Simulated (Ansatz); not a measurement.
**ZrF+ (quintet): wave-function methods side by side, def2-SVP**

One table from this session's results is given with a row withheld; the runs are named, their logs left out.

Computed with Ansatz 0.2.0, Gaussian basis. Level: def2-SVP, core rule «outside noble gas», up to 5 orbitals frozen.

Plan: UHF; CCSD(T) on ROHF; CCSD(T) on UHF; CISD as a restricted active space (open shells left free, so some higher excitations enter); CCSDT(Q) on ROHF; CCSDT(Q) on UHF.

17 further runs of the same task are left out: 8 for a known fault of the program, 3 that didn't finish, 6 set aside as unsound or not needed. Runs told in other sessions of the task aren't counted.

### The system

The geometry is a PBE0/def2-TZVP stationary point (not a proven minimum) of the parent state, kept for this charge and spin. No spin-orbit coupling is included. Elements past krypton take def2 core potentials.

2 atoms, charge 1, spin multiplicity 5.

Atoms are counted from 1 here; the program's logs count them from 0.

Bond lengths: Zr1–F2 1.817 Å.

The first run:

Input file in.yaml:

```yaml
crystal:
  periodic: [false, false, false]
  atoms:
    - {symbol: Zr, position_ang: [0.000000, 0.000000, 0.000000]}
    - {symbol: F, position_ang: [0.000000, 0.000000, 1.817200]}
basis:
  gaussian: {orbitals: def2-SVP}
total_charge: 1
magnetization: {spin_polarized: true, initial_magnetization: 4}
hamiltonian: {xc: hf}
output: {orbitals: {seedname: orbitals}}
```

Command:

```bash
ansatz run in.yaml --threads 1 --pin off --events-out ev --progress --plain --max-ram 2393MiB
```

Steps of the session up to this table: UHF; CCSD(T) on ROHF; CCSD(T) on UHF; CISD as a restricted active space (open shells left free, so some higher excitations enter); CCSDT(Q) on ROHF; CCSDT(Q) on UHF.

One of the session's tables, all rows but one given; the rest of the session is left out.

| method | from RCCSDT(Q) (meV) |
| --- | --- |
| ROHF | +4886.0 |
| UHF | +4683.7 |
| RMP2 | ? |
| UMP2 | +438.9 |
| RCCSD | +111.5 |
| UCCSD | +14.9 |
| RCCSD(T) | +54.6 |
| UCCSD(T) | -40.6 |
| RCCSDT | +14.4 |
| UCCSDT | -64.0 |
| RCCSDT(Q) | 0 |
| UCCSDT(Q) | -69.2 |

Estimate the missing values for RMP2.

As computed: from RCCSDT(Q) (meV): +532.4. In the column «from RCCSDT(Q) (meV)» it lies between UMP2 (+438.9) and UHF (+4683.7).

Not comparable, so not listed: CISD as a restricted active space (open shells left free, so some higher excitations enter) (they don't share determinant, frozen orbitals or solution with the rows shown, or repeat one).

To keep in mind: Restricted and unrestricted rows rest on different reference determinants; a gap between their highest levels can come from leftover correlation error, from unlike frozen cores or from another state.
